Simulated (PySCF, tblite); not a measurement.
# C5H15BN2Si: geometry, infrared bands and NMR shifts

Wanted: the infrared bands and NMR shifts of C5H15BN2Si (`CB[Si](N)(N)C1(C)CC1`), by calculation.

Programs: tblite 0.8.0 and PySCF 2.14.0, with density-fitted response routines of our own. Each step states its level of theory. These are calculated values for one molecule in the gas phase, unless marked as measured. Atoms count from 0, in the outputs and in this text.

## (1) Starting geometry

24 atoms, charge 0, multiplicity 1; geometry from: force field or distance geometry start.

Bonds of the start (Å): C0–B1 1.59, B1–Si2 1.92, Si2–N3 1.75, Si2–N4 1.80, Si2–C5 1.89, C5–C6 1.51, C5–C7 1.49, C7–C8 1.50, C8–C5 1.52, C0–H9 1.11, C0–H10 1.12, C0–H11 1.10, B1–H12 1.17, N3–H13 1.05, N3–H14 1.04, N4–H15 1.05, N4–H16 1.03, C6–H17 1.12, C6–H18 1.11, C6–H19 1.10, C7–H20 1.12, C7–H21 1.12, C8–H22 1.11, C8–H23 1.10.

## (2) Relaxing the molecule with GFN2-xTB

What the job is given:

```
{"job": {"kind": "relax", "xc": "GFN2-xTB", "basis": "xTB"}, "charge": 0, "multiplicity": 1}
C      2.893900     1.021900     0.119600
B      1.801100     0.266600    -0.747500
Si     0.399900    -0.828600    -0.014700
N      0.684000    -1.396300     1.620600
N      0.194000    -2.223600    -1.127600
C     -1.183500     0.192000    -0.171100
C     -1.741500     0.833700     1.072300
C     -2.159600    -0.128300    -1.251300
C     -1.176800     0.983100    -1.469700
H      3.876600     0.652100    -0.227300
H      2.839600     2.105800    -0.158400
H      2.801900     0.848800     1.204200
H      1.857200     0.370700    -1.912200
H      1.345400    -2.209200     1.642200
H      0.898200    -0.652000     2.318300
H     -0.086200    -1.797100    -2.041600
H     -0.518500    -2.863400    -0.751100
H     -1.637200     0.072100     1.885600
H     -1.167300     1.748100     1.337600
H     -2.818500     1.036500     0.966900
H     -3.212400     0.238200    -1.107300
H     -2.042700    -1.078200    -1.831600
H     -1.479200     2.040800    -1.315300
H     -0.380200     0.786000    -2.199500
```

Run with:

```console
> OMP_NUM_THREADS=1 python probes_run.py task.json out
```

This one command runs all jobs of the session in turn.

**Question.** This job is followed by: GFN2-xTB harmonic vibrations, gas phase; GIAO PBE0/pcSseg-1 NMR shielding, non-relativistic, gas phase. What will the session give for the following? strongest single infrared mode (GFN2-xTB); zero-point energy (GFN2-xTB); 13C shifts against TMS (PBE0/pcSseg-1, means over atoms taken as alike); 1H shifts against TMS (PBE0/pcSseg-1, means over atoms taken as alike); 11B shifts against BF3·OEt2 (PBE0/pcSseg-1); 29Si shifts against TMS (PBE0/pcSseg-1); 15N shifts against NH3 (PBE0/pcSseg-1, means over atoms taken as alike); surface potential, 1st and 99th percentile.

The runs gave:

| quantity | value |
| --- | --- |
| strongest single infrared mode (GFN2-xTB) | 553 cm⁻¹, 216 km/mol |
| zero-point energy (GFN2-xTB) | 124.7 kcal/mol |
| 13C shifts against TMS (PBE0/pcSseg-1, means over atoms taken as alike) | 23.2, 20.7, 8.9, 6.9 ppm |
| 1H shifts against TMS (PBE0/pcSseg-1, means over atoms taken as alike) | 9.73, 1.62, 1.04, 0.13, 0.12, -0.05 ppm |
| 11B shifts against BF3·OEt2 (PBE0/pcSseg-1) | 107.7 ppm |
| 29Si shifts against TMS (PBE0/pcSseg-1) | -11.7 ppm |
| 15N shifts against NH3 (PBE0/pcSseg-1, means over atoms taken as alike) | 14.4 ppm |
| surface potential, 1st and 99th percentile | -1.49 V and 1.28 V |

In words: The optimisation took 164 steps and gained 0.800 eV; among the close pairs (by a distance rule), Si2–N4 changed most, from 1.796 to 1.740 Å. All 66 modes are real, so the xTB geometry is a minimum. The strongest single mode, at 553 cm⁻¹, is carried by H16, H15, N4. Unscaled tight-binding wavenumbers are off by several per cent, some by more. Its intensities can rank the bands wrongly. At PBE0/pcSseg-1: Shielding is most anisotropic at B1 (span 252 ppm, paramagnetic term -208 ppm). At PBE0/pcSseg-1, counted by nearest atom on the grid, the HOMO lies on N3 22 %; B1 17 %, the LUMO on B1 57 %; H12 12 %.
